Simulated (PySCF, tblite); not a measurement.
# C5H11BO2S: geometry, infrared bands and NMR shifts

Wanted: the infrared bands and NMR shifts of C5H11BO2S (`CC1(C)CSB(O)CO1`), by calculation.

Computed with tblite 0.8.0 and PySCF 2.14.0, with density-fitted response routines of our own, on a single molecule in the gas phase. Atoms count from 0, in the outputs and in this text.

**1. Starting geometry**

20 atoms, charge 0, multiplicity 1; geometry from: force field or distance geometry start.

Bonds of the start (Å): C0–C1 1.54, C1–C2 1.54, C1–C3 1.56, C3–S4 1.82, S4–B5 1.86, B5–O6 1.46, B5–C7 1.58, C7–O8 1.42, O8–C1 1.45, C0–H9 1.10, C0–H10 1.12, C0–H11 1.12, C2–H12 1.12, C2–H13 1.10, C2–H14 1.13, C3–H15 1.13, C3–H16 1.10, O6–H17 0.99, C7–H18 1.11, C7–H19 1.11.

**2. Geometry optimisation with GFN2-xTB**

What the job is given:

```
{"job": {"kind": "relax", "xc": "GFN2-xTB", "basis": "xTB"}, "charge": 0, "multiplicity": 1}
C     -1.246900    -0.155300    -1.441900
C     -0.682800     0.062500    -0.028900
C     -1.860200     0.190000     0.948600
C      0.151700     1.382700     0.066800
S      1.581800     1.425900    -1.055300
B      2.239700    -0.182300    -0.385400
O      3.449700    -0.199400     0.439900
C      1.218100    -1.382200    -0.343400
O      0.074800    -1.077800     0.436000
H     -0.471000    -0.136100    -2.215400
H     -1.981000     0.652100    -1.693900
H     -1.785500    -1.132300    -1.497900
H     -2.500700    -0.723100     0.928400
H     -1.505300     0.329700     1.985300
H     -2.511100     1.072200     0.679300
H      0.517500     1.519200     1.127800
H     -0.493800     2.248500    -0.165100
H      3.140000     0.067300     1.344100
H      1.721100    -2.250400     0.127300
H      0.939000    -1.700600    -1.367900
```

The run is started by

```sh
OMP_NUM_THREADS=1 python probes_run.py task.json out
```

The driver reads the jobs from task.json and runs them one after another.

**Question.** This job is followed by: GFN2-xTB harmonic vibrations, gas phase; GIAO PBE0/pcSseg-1 NMR shielding, non-relativistic, gas phase. Predict these results of the whole session: strongest single infrared mode (GFN2-xTB); zero-point energy (GFN2-xTB); 13C shifts against TMS (PBE0/pcSseg-1, means over atoms taken as alike); 1H shifts against TMS (PBE0/pcSseg-1, means over atoms taken as alike); 33S shifts against CS2 (PBE0/pcSseg-1); 11B shifts against BF3·OEt2 (PBE0/pcSseg-1); 17O shifts against H2O (PBE0/pcSseg-1); surface potential, 1st and 99th percentile.

**Answer**, as computed:

| quantity | value |
| --- | --- |
| strongest single infrared mode (GFN2-xTB) | 1043 cm⁻¹, 203 km/mol |
| zero-point energy (GFN2-xTB) | 100.7 kcal/mol |
| 13C shifts against TMS (PBE0/pcSseg-1, means over atoms taken as alike) | 71.7, 60.8, 40.9, 27.3 ppm |
| 1H shifts against TMS (PBE0/pcSseg-1, means over atoms taken as alike) | 5.21, 3.89, 2.66, 1.25 ppm |
| 33S shifts against CS2 (PBE0/pcSseg-1) | -41 ppm |
| 11B shifts against BF3·OEt2 (PBE0/pcSseg-1) | 44.8 ppm |
| 17O shifts against H2O (PBE0/pcSseg-1) | 153.9, 51.4 ppm |
| surface potential, 1st and 99th percentile | -1.43 V and 2.30 V |

**Reading.** Over 127 steps the energy fell by 1.492 eV; of the close pairs, B5–O6 changed most, 1.465 to 1.337 Å. No mode is imaginary among the 54: a minimum at this level. The strongest single mode, at 1043 cm⁻¹, is carried by B5, H17, O8, C7. GFN2-xTB is a fitted tight-binding method: band positions and strengths are rough. Its intensities can rank the bands wrongly. C1 (fully substituted sp3 carbon bonded to O) lies farthest downfield among carbon, at 71.7 ppm; pulled downfield by the heteroatom.
